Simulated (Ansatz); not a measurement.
# SnH3OF (SMILES [OH][SnH2][F]) at PBE/def2-SVPD (core potential)

Aim: the energy change on altering one bond length of SnH3OF at PBE/def2-SVPD (core potential), from 2 runs. 

The calculation is run with Ansatz 0.2.0.

73 further runs of the same task are left out: 73 set aside as unsound or not needed.

## 1. The molecule

SnH3OF has 6 atoms, charge 0, and is taken as a singlet. SMILES: `[OH][SnH2][F]`. Geometry: relaxed at PBE0-D4/def2-TZVP. This is one conformer, not always the lowest.

Bond lengths: O1–Sn2 1.948 Å, Sn2–F3 1.922 Å, O1–H4 0.960 Å, Sn2–H5 1.701 Å, Sn2–H6 1.692 Å. Angles: O1–Sn2–F3 105.3°, O1–Sn2–H5 111.8°, O1–Sn2–H6 106.0°, F3–Sn2–H5 104.3°, F3–Sn2–H6 107.5°, Sn2–O1–H4 114.0°, H5–Sn2–H6 120.8°.

## 2. The energy at PBE/def2-SVPD (core potential)

run.yaml reads:

```yaml
crystal:
  periodic: [false, false, false]
  atoms:
    - symbol: O
      position_ang: [-1.414400, -0.333000, -0.425000]
    - symbol: Sn
      position_ang: [0.302300, 0.255900, 0.283700]
    - symbol: F
      position_ang: [1.409100, -1.315100, 0.302100]
    - symbol: H
      position_ang: [-1.368600, -0.685700, -1.316700]
    - symbol: H
      position_ang: [1.096100, 1.317100, -0.782100]
    - symbol: H
      position_ang: [0.017500, 0.696700, 1.891900]
basis:
  gaussian: {orbitals: def2-SVPD}
accuracy: high
hamiltonian: {xc: pbe}
output: {orbitals: {seedname: orbitals}}
```

Run with:

```console
$ ansatz run run.yaml --threads 1 --pin off --max-ram 3480MiB --events-out events.jsonl --progress --plain --runs-dir runs
```

Standard output:

```text
Warning: RAYON_NUM_THREADS=1 ignored (pool sized by the plan → 1); use --threads N
Functional definition: PBE
  name "PBE"
  parameter kappa = 0.804
  parameter beta = 0.06672455060314922
  exchange = pbe_x(kappa = kappa, mu = beta*pi^2/3)
  correlation = pbe_c(beta = beta)
2210 factors; integrals over basis functions are off by at most 2.9e-9 eV
mean field evaluation 1: about -10627.0680 eV, gradient 7.3e1 eV
mean field evaluation 2: about -10520.5549 eV, gradient 2.1e2 eV
mean field evaluation 4: about -10635.1351 eV, gradient 2.8e1 eV
mean field evaluation 8: about -10636.5918 eV, gradient 5.1e-1 eV
mean field evaluation 16: about -10636.5887 eV, gradient 4.5e-5 eV
mean field -10636.58871567 eV, -390.8874255622 hartree, gradient 6.2e-9 eV, S^2 0.000000; 0 other end points of the search recorded, 0 dependent functions left out
reference -10636.58871975 eV, -390.8874257120 hartree; 21, 21 occupied and 81, 81 virtual orbitals, 2210 factors
Total energy: -10636.58871975 eV, -390.8874257120 hartree
```

It took 7.8 s on 1 thread of Arm Neoverse V1, shared host; peak memory 0.28 GiB.

## 3. The distorted shape

molecule.yaml reads:

```yaml
basis:
  gaussian:
    orbitals: def2-SVPD
crystal:
  periodic: [false, false, false]
  atoms:
    - symbol: O
      position_ang: [-1.186559, -0.685642, -1.711567]
    - symbol: Sn
      position_ang: [0.530141, -0.096742, -1.002867]
    - symbol: F
      position_ang: [1.636941, -1.667742, -0.984467]
    - symbol: H
      position_ang: [-1.140759, -1.038342, -2.603267]
    - symbol: H
      position_ang: [1.323941, 0.964458, -2.068667]
    - symbol: H
      position_ang: [0.017500, 0.696700, 1.891900]
hamiltonian:
  xc: pbe
accuracy: high
output:
  orbitals: {seedname: orbitals}
```

Run with:

```console
$ ansatz run molecule.yaml --threads 1 --pin off --max-ram 3480MiB --events-out events.jsonl --progress --plain --runs-dir runs
```

Standard output:

```text
Warning: RAYON_NUM_THREADS=1 ignored (pool sized by the plan → 1); use --threads N
[... 6 set-up lines as earlier in the session ...]
2208 factors; integrals over basis functions are off by at most 3.3e-9 eV
mean field evaluation 1: about -10623.9020 eV, gradient 7.4e1 eV
mean field evaluation 2: about -10493.2034 eV, gradient 2.2e2 eV
mean field evaluation 4: about -10625.9800 eV, gradient 3.4e1 eV
mean field evaluation 8: about -10633.7321 eV, gradient 6.2e-1 eV
mean field evaluation 16: about -10633.7328 eV, gradient 2.8e-3 eV
mean field -10633.73282902 eV, -390.7824736635 hartree, gradient 2.0e-8 eV, S^2 0.000000; 0 other end points of the search recorded, 0 dependent functions left out
reference -10633.73283362 eV, -390.7824738325 hartree; 21, 21 occupied and 81, 81 virtual orbitals, 2208 factors
Total energy: -10633.73283362 eV, -390.7824738325 hartree
```

It took 7.8 s on 1 thread of Arm Neoverse V1, shared host; peak memory 0.28 GiB.

## 4. Summary of results

Level: PBE/def2-SVPD (core potential).

| quantity | value |
| --- | --- |
| first shape: total energy | -390.88743 Eh |
| first shape: HOMO energy | -7.43 eV |
| first shape: LUMO energy | -1.68 eV |
| first shape: HOMO–LUMO gap | 5.75 eV |
| distorted shape: total energy | -390.78247 Eh |
| distorted shape: HOMO energy | -6.70 eV |
| distorted shape: LUMO energy | -4.86 eV |
| distorted shape: HOMO–LUMO gap | 1.84 eV |
| energy change with the Sn2–H6 bond stretched from 1.692 to 3.045 Å | 2.856 eV |

In words: One bond (distorted shape) is far stretched, which a spin-restricted single reference describes badly; a broken-symmetry solution may lie lower. With the Sn2–H6 bond stretched from 1.692 to 3.045 Å the energy rises by 2.86 eV (66 kcal/mol). The first shape isn't relaxed at this level, so the change isn't measured from a minimum. A restricted reference can't describe the breaking bond well at this length.
